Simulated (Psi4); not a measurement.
# C2H2ClSi (SMILES [C]#C[SiH2]Cl): USVWN5/6-311+G(d,p)

Aim: the energy change on altering one bond length of C2H2ClSi at USVWN5/6-311+G**, from 2 runs. 

The calculation is run with Psi4 1.11.

1 further run of the same task is left out (set aside as unsound or not needed).

## Step 1: Starting point

C2H2ClSi: 6 atoms, total charge 0, spin state doublet. SMILES: `[C]#C[SiH2]Cl`. The shape is that of a PBE0-D4/def2-TZVP optimisation.

Bond lengths: C1–C2 1.212 Å, C2–Si3 1.820 Å, Si3–Cl4 2.045 Å, Si3–H5 1.477 Å, Si3–H6 1.477 Å. Angles: C1–C2–Si3 178.6°, C2–Si3–Cl4 109.3°, C2–Si3–H5 109.2°, C2–Si3–H6 109.2°, Cl4–Si3–H5 108.7°, Cl4–Si3–H6 108.7°, H5–Si3–H6 111.7°.

## Step 2: Energy and forces at USVWN5/6-311+G(d,p)

c2h2clsi.py reads:

```python
import psi4

psi4.set_memory(1600000000)
psi4.set_num_threads(1)
psi4.core.set_output_file('c2h2clsi.out', False)

mol = psi4.geometry("""
0 2
C      0.868400    -2.059200     1.138400
C      0.473000    -1.050800     0.595000
Si    -0.084700     0.485400    -0.206000
Cl    -1.795500     0.115200    -1.263900
H      0.959500     0.950800    -1.141600
H     -0.378700     1.494700     0.831900
symmetry c1
""")

psi4.set_options({
    'basis': '6-311+G**',
    'reference': 'uks',
    'puream': True,
    'e_convergence': 1e-09,
    'd_convergence': 1e-08,
    'scf_type': 'pk',
    'dft_radial_points': 99,
    'dft_spherical_points': 590,
    'maxiter': 200,
})

energy_value = psi4.gradient("scf", dft_functional={"name": "SVWN5", "x_functionals": {"LDA_X": {}}, "c_functionals": {"LDA_C_VWN": {}}}, molecule=mol)
print('gradient / Eh bohr^-1')
print(energy_value.np.round(6))
```

Started as:

```sh
$ python c2h2clsi.py
```

c2h2clsi.out, shortened:

```text
[...]
  Running in c1 symmetry.
[...]
  Nuclear repulsion =  166.882499206048323
[...]
  Multiplicity = 2
[...]
  Nalpha       = 23
  Nbeta        = 22
[...]
    Number of basis functions: 116
[...]
   @UKS iter   1:  -822.86020354867685    3.58691e-01   8.63455e-03 ADIIS/DIIS
[...]
   @UKS iter  18:  -823.64700395472300   -7.95808e-13   2.32405e-09 DIIS
[...]
   @S^2 Observed:                7.682668900E-01
[...]
    Orbital Energies [Eh]
    ---------------------
    Alpha Occupied:
       1A   -100.361802     2A    -65.173856     3A     -9.867112
       4A     -9.809039     5A     -9.162798     6A     -7.022330
       7A     -7.015129     8A     -7.014393     9A     -5.078448
      10A     -3.520066    11A     -3.517295    12A     -3.515442
      13A     -0.777660    14A     -0.712121    15A     -0.543603
      16A     -0.418652    17A     -0.378661    18A     -0.368965
      19A     -0.351356    20A     -0.308423    21A     -0.303846
      22A     -0.296524    23A     -0.288257
    Alpha Virtual:
      24A     -0.086208    25A     -0.064963    26A     -0.025025
[...]
  @UKS Final Energy:  -823.64700395472300
   => Energetics <=
    Nuclear Repulsion Energy =            166.8824992060483225
    One-Electron Energy =               -1471.0350092766416310
    Two-Electron Energy =                 537.6778033542898356
    DFT Exchange-Correlation Energy =     -57.1722972384195245
    Empirical Dispersion Energy =           0.0000000000000000
    VV10 Nonlocal Energy =                  0.0000000000000000
    Total Energy =                       -823.6470039547230044
[...]
 Multipole Moments:
 ------------------------------------------------------------------------------------
     Multipole            Electronic (a.u.)      Nuclear  (a.u.)        Total (a.u.)
 ------------------------------------------------------------------------------------
 L = 1.  Multiply by 2.5417464519 to convert [e a0] to [Debye]
 Dipole X            :         -2.4109258            2.7209990            0.3100732
 Dipole Y            :         -2.0442557            2.3879521            0.3436963
 Dipole Z            :         -1.0711724            1.1872842            0.1161117
 Magnitude           :                                                    0.4772363
[...]
  -Total Gradient:
     Atom            X                  Y                   Z
    ------   -----------------  -----------------  -----------------
       1       -0.006495527561     0.015961671815    -0.008761546786
       2        0.007780588837    -0.018590636138     0.010337597515
       3       -0.002030936485     0.006281298890    -0.003081842903
       4        0.002430459286     0.000497694429     0.001507766139
       5       -0.003312151444    -0.001073799872     0.003648387988
       6        0.001628491115    -0.003065999166    -0.003652730995
[...]
```

On the terminal:

```text
gradient / Eh bohr^-1
[[-0.006496  0.015962 -0.008762]
 [ 0.007781 -0.018591  0.010338]
 [-0.002031  0.006281 -0.003082]
 [ 0.00243   0.000498  0.001508]
 [-0.003312 -0.001074  0.003648]
 [ 0.001628 -0.003066 -0.003653]]
```

Run time: 35 s. Hardware: 1 thread of Intel Xeon Platinum 8488C (Sapphire Rapids), shared host; peak memory 0.68 GiB.

## Step 3: The distorted shape: a single-point energy at USVWN5/6-311+G(d,p)

input.in reads:

```
memory 1600 MB

molecule {
  0 2
  C      0.555167    -2.198808     1.419056
  C      0.159767    -1.190408     0.875656
  Si    -0.397933     0.345792     0.074656
  Cl    -2.108733    -0.024408    -0.983244
  H      0.959500     0.950800    -1.141600
  H     -0.691933     1.355092     1.112556
  units angstrom
  symmetry c1
  no_reorient
  no_com
}

set {
  basis                6-311+G**
  reference            uks
  puream               true
  e_convergence        1e-09
  d_convergence        1e-08
  scf_type             pk
  dft_radial_points    99
  dft_spherical_points 590
  maxiter              200
}

E, wfn = energy("scf", dft_functional={"name": "SVWN5", "x_functionals": {"LDA_X": {}}, "c_functionals": {"LDA_C_VWN": {}}}, return_wfn=True)
oeprop(wfn, "QUADRUPOLE", "LOWDIN_CHARGES", "DIPOLE", title="SCF")
```

Started as:

```sh
$ psi4 -n 1 input.in input.out
```

input.out, shortened:

```text
[...]
  Running in c1 symmetry.
[...]
  Nuclear repulsion =  165.165992383961282
[...]
  Multiplicity = 2
[...]
  Nalpha       = 23
  Nbeta        = 22
[...]
    Number of basis functions: 116
[...]
   @UKS iter   1:  -822.87290974887969    2.67305e-01   8.60497e-03 ADIIS/DIIS
[...]
   @UKS iter  19:  -823.61443508556965   -4.77485e-12   5.51691e-09 DIIS
[...]
   @S^2 Observed:                7.673486104E-01
[...]
  @UKS Final Energy:  -823.61443508556965
   => Energetics <=
    Nuclear Repulsion Energy =            165.1659923839612816
    One-Electron Energy =               -1467.3708251953489707
    Two-Electron Energy =                 535.6771851951652934
    DFT Exchange-Correlation Energy =     -57.0867874693472785
    Empirical Dispersion Energy =           0.0000000000000000
    VV10 Nonlocal Energy =                  0.0000000000000000
    Total Energy =                       -823.6144350855696530
[...]
 Multipole Moments:
 ------------------------------------------------------------------------------------
     Multipole            Electronic (a.u.)      Nuclear  (a.u.)        Total (a.u.)
 ------------------------------------------------------------------------------------
 L = 1.  Multiply by 2.5417464519 to convert [e a0] to [Debye]
 Dipole X            :         69.8587870          -69.6597496            0.1990374
 Dipole Y            :         26.0297604          -25.7064207            0.3233397
 Dipole Z            :          3.7864007           -3.6485623            0.1378384
 Magnitude           :                                                    0.4039355
 L = 2.  Multiply by 1.3450342976 to convert [e a0^2] to [Debye ang]
 Quadrupole XX       :       -320.0029884          290.0189199          -29.9840684
 Quadrupole XY       :         33.4925906          -34.0756043           -0.5830137
[...]
```

It took 27 s on 1 thread of Intel Xeon Platinum 8488C (Sapphire Rapids), shared host; peak memory 0.68 GiB.

## Step 4: What came out

At USVWN5/6-311+G**:

| quantity | value |
| --- | --- |
| first shape: total energy | -823.64700 Eh |
| first shape: dipole moment | 1.21 D |
| first shape: HOMO energy (highest over α and β) | -7.54 eV |
| first shape: LUMO energy (lowest over α and β) | -7.02 eV |
| first shape: ⟨S²⟩ | 0.768 |
| first shape: largest force on an atom | 1.165 eV/Å |
| distorted shape: total energy | -823.61444 Eh |
| distorted shape: dipole moment | 1.03 D |
| distorted shape: HOMO energy (highest over α and β) | -7.40 eV |
| distorted shape: LUMO energy (lowest over α and β) | -7.06 eV |
| distorted shape: ⟨S²⟩ | 0.767 |
| energy change with the Si3–H5 bond stretched from 1.477 to 1.920 Å | 0.886 eV |

**Reading.** With the Si3–H5 bond stretched from 1.477 to 1.920 Å the energy rises by 0.89 eV (85.5 kJ/mol). The first shape isn't relaxed at this level, so the change isn't measured from a minimum. The largest force (first shape) is 1.16 eV/Å: the shape isn't a stationary point for this species at this level.
